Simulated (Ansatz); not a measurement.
Crystal: Ba2Tl5V3O12.

```xyz
22
Lattice="6.4899 -6.6769 -0.0476 6.4899 6.6769 -0.0476 -1.9674 0.0000 5.7522" Properties=species:S:1:pos:R:3 pbc="T T T"
Ba    6.4899    0.2782   -0.0476
Ba    6.4899   -3.9079   -0.0476
V     9.8970    1.9304    1.4039
V     1.1155    1.9304    4.2530
V     5.5062   -0.9938    2.8285
Tl    7.5378    2.3899    3.6011
Tl    3.4747    2.3899    2.0558
Tl    5.5062    6.4755    2.8285
Tl    2.4016   -1.2210    1.2385
Tl    8.6109   -1.2210    4.4184
O     0.8627    1.7317    2.5341
O     6.4815    0.0639    3.8372
O     7.0413   -3.2392    4.8045
O     8.1926    1.8299    1.1215
O     6.5476   -1.8120    1.7511
O     0.1757    0.7388    5.0824
O     4.4649   -1.8120    3.9058
O    10.8367    0.7388    0.5745
O     3.9711   -3.2392    0.8524
O     2.8198    1.8299    4.5354
O    10.1497    1.7317    3.1228
O     4.5309    0.0639    1.8197
```

The cell was built by a generator and needn't be a form met in nature.

Base run:

| Item | Value |
| --- | --- |
| Program | Ansatz 0.2.0 |
| Functional | PBEsol |
| Potentials or basis | all-electron LAPW, scalar-relativistic |
| Cutoff | 482 eV |
| Density cutoff | 1926 eV |
| Basis error allowed | 0.003 eV/atom |
| k mesh | 2 × 2 × 4 |
| Occupations | fermi-dirac, width 0.05 eV |
| Spin | collinear spin, ferromagnetic start |
| Starting moments | [0.0, 0.0, 2.0, 2.0, 2.0, 0.0, 0.0, 0.0, 0.0, 0.0, 0.0, 0.0, 0.0, 0.0, 0.0, 0.0, 0.0, 0.0, 0.0, 0.0, 0.0, 0.0] μB |

Its results: band gap on the k mesh 2.86 eV, indirect (least direct gap 2.91 eV); pressure -2.7 GPa; net moment 0.00 μB per cell; largest force 0.314 eV/Å.

Task: The run is repeated on the same cell with these changes: functional from PBEsol to PBE. What comes out?

Result: Band gap on the k mesh 2.91 eV, indirect (least direct gap 2.95 eV); pressure 0.0 GPa; net moment 0.00 μB per cell; largest force 0.006 eV/Å.

PBE binds less tightly than PBEsol, so the same cell stands under more pressure.

Caveats: spin-orbit coupling is left out, which as a rule narrows the gap of such compounds by several tenths of an eV.

A k mesh can miss the band edges.

Not every run made on this cell is shown here.
